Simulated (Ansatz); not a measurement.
# LiPb: the cost of one run

Method: DFT r2SCAN, scalar-relativistic, plane waves, PAW, in Ansatz 0.2.0.

## (1) The structure to begin with

It takes space group R-3m (No. 166, trigonal). Conventional cell: a = 4.987 Å, b = 4.987 Å, c = 6.188 Å, α = 90.00°, β = 90.00°, γ = 120.00°. Li (site symmetry -3m) has 8 Pb at 3.06 to 3.09 Å in its first shell of neighbours. Pb (site symmetry -3m) has 8 Li at 3.06 to 3.09 Å in its first shell of neighbours.

As a file:

```cif
data_structure
_symmetry_space_group_name_H-M 'R-3m:H'
_symmetry_Int_Tables_number 166
_cell_length_a 4.9870
_cell_length_b 4.9870
_cell_length_c 6.1880
_cell_angle_alpha 90.000
_cell_angle_beta 90.000
_cell_angle_gamma 120.000
_cell_volume 133.28
loop_
_atom_site_label
_atom_site_type_symbol
_atom_site_symmetry_multiplicity
_atom_site_Wyckoff_symbol
_atom_site_fract_x
_atom_site_fract_y
_atom_site_fract_z
_atom_site_occupancy
Li1 Li 3 b 0.33333 0.66667 0.16667 1
Pb1 Pb 3 a 0.00000 0.00000 0.00000 1
```

The cell is taken as given, not relaxed at this level.

## (2) The reference cell

The reference gives a free energy of -12126.6206 eV, pressure 0.10 GPa, largest force 0.000 eV/Å and gap on the mesh none (metal). It was computed beforehand with the settings of the runs below.

## (3) Setting up a strain scan

The cell is strained by ε times the Voigt pattern (0, 0, 1, 0, 0, 0) (xx, yy, zz, yz, xz, xy; engineering shear), with fractional coordinates fixed (clamped ions). The stress on the pattern is the sum of the stress components weighted by it, tension positive.

## (4) At ε = -0.1000

File input.yaml:

```yaml
crystal:
  lattice:
    - [2.4935002839, 1.4396230601, 1.856403]
    - [-2.4935002839, 1.4396230601, 1.856403]
    - [0.0, -2.8792461203, 1.856403]
  atoms:
    - { symbol: Li, position: [0.5, 0.5, 0.5] }
    - { symbol: Pb, position: [0.0, 0.0, 0.0] }
basis:
  ecutwfc: 500
kpoints:
  mp_grid: { grid: [12, 12, 12] }
hamiltonian:
  xc: r2scan
scf:
  occupations: { method: gaussian, width: 0.15 }
output:
  forces: true
  stress: true
  eigenvalues: true
```

Launch:

```
> ansatz run input.yaml --threads 1 --pin off --max-ram 2560MiB --backend cpu --events-out ev --progress --plain --runs-dir out
```

What time and memory should one allow on 1 thread of Arm Neoverse V1, shared host?

About 15 s, with a peak of 0.45 GiB.
